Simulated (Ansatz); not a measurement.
# Mo (hcp type): the cost of one run

Program: Ansatz 0.2.0. Level of theory: DFT LDA, with the methods named in each step. These are calculated values, not measurements.

This is Mo in the hcp structure; at room conditions it is bcc.

## Step 1: Starting point

The structure is hexagonal, space group P6_3/mmc (No. 194). The conventional cell has a = 2.825 Å, b = 2.825 Å, c = 4.577 Å, α = 90.00°, β = 90.00°, γ = 120.00°. Mo (site symmetry -6m2) has 12 Mo at 2.81 to 2.83 Å in its first shell of neighbours.

Coordinates:

```cif
data_structure
_symmetry_space_group_name_H-M 'P 1'
_symmetry_Int_Tables_number 1
_cell_length_a 2.8252
_cell_length_b 2.8252
_cell_length_c 4.5769
_cell_angle_alpha 90.000
_cell_angle_beta 90.000
_cell_angle_gamma 120.000
_cell_volume 31.64
loop_
_atom_site_label
_atom_site_type_symbol
_atom_site_fract_x
_atom_site_fract_y
_atom_site_fract_z
_atom_site_occupancy
Mo1 Mo 0.33333 0.66667 0.25000 1
Mo2 Mo 0.66667 0.33333 0.75000 1
```

Atoms are numbered in the order of the input: Mo1, Mo2.

## Step 2: The bond as given, LAPW

input.yaml reads:

```yaml
crystal:
  lattice:
    - [2.8252342238, 0.0, 0.0]
    - [-1.4126171119, 2.4467246095, 0.0]
    - [0.0, 0.0, 4.5768794426]
  atoms:
    - { symbol: Mo, position: [0.3333333333, 0.6666666667, 0.25] }
    - { symbol: Mo, position: [0.6666666667, 0.3333333333, 0.75] }
kpoints:
  mp_grid: { grid: [12, 12, 7] }
scf:
  occupations: { method: fermi_dirac, width: 0.05 }
hamiltonian:
  xc: lda
  pseudopotentials: { kind: all_electron, lapw: { basis_error: 0.001 } }
output:
  forces: true
  stress: true
  eigenvalues: true
  populations: true
```

Run with:

```
$ ansatz run input.yaml --threads 1 --pin off --max-ram 2048MiB --backend cpu --events-out ev --progress --plain --runs-dir out
```

**Question.** How long does this run take on 1 thread of Arm Neoverse V2, shared host, and how much memory does it need?

About 20 s, with a peak of 0.37 GiB.
